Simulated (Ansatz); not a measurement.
**RhCl2 under changes of volume**

One of the cells (20.118 Å³/atom); the others are scaled copies at fixed shape and fractional positions:

```
CELL_PARAMETERS angstrom
5.68997 0.00000 0.00000
0.00000 5.68997 0.00000
0.00000 0.00000 3.72837
ATOMIC_POSITIONS crystal
Rh 0.50000 0.50000 0.50000
Rh 0.00000 0.00000 0.00000
Cl 0.80262 0.19738 0.50000
Cl 0.19738 0.80262 0.50000
Cl 0.69738 0.69738 0.00000
Cl 0.30262 0.30262 0.00000
```

The cell comes from a database or a generator and needn't be the stable form of this composition.

* Program: Ansatz 0.2.0
* Functional: PBE
* Potentials or basis: Ansatz PAW
* Cutoff: 420 eV (not typed: the program's choice for these potentials)
* k mesh: 5 × 5 × 7
* Occupations: fermi-dirac, width 0.05 eV
* Spin: no spin polarisation

| volume (Å³/atom) | energy over the lowest point (meV/atom) | pressure (GPa) | largest force (eV/Å) |
| --- | --- | --- | --- |
| 18.911 | 14.54 | 4.9 | 0.060 |
| 19.313 | 4.89 | 2.8 | 0.016 |
| 19.716 | 0.24 | 1.0 | 0.023 |
| 20.118 | 0.00 | -0.7 | 0.059 |
| 20.521 | 3.67 | -2.1 | 0.092 |
| 20.923 | 10.78 | -3.4 | 0.122 |
| 21.325 | ? | ? | ? |

Task: What does the run at 21.325 Å³/atom give?

Result: Energy over the lowest point 20.93 meV/atom; pressure -4.6 GPa; largest force 0.149 eV/Å.

Worked out: A Birch-Murnaghan fit of order 3 (a polynomial in V^(-2/3)) to the other rows has its minimum at 19.94 Å³/atom with B0 = V·E''(V) = 81 GPa and B' = 5.1 at fixed shape and positions, which overstates the stiffness. It gives 20.92 meV/atom at 21.325 Å³/atom, against the run's 20.93, and -dE/dV = -4.6 GPa, against -4.6.

Energies are extrapolated to zero smearing.
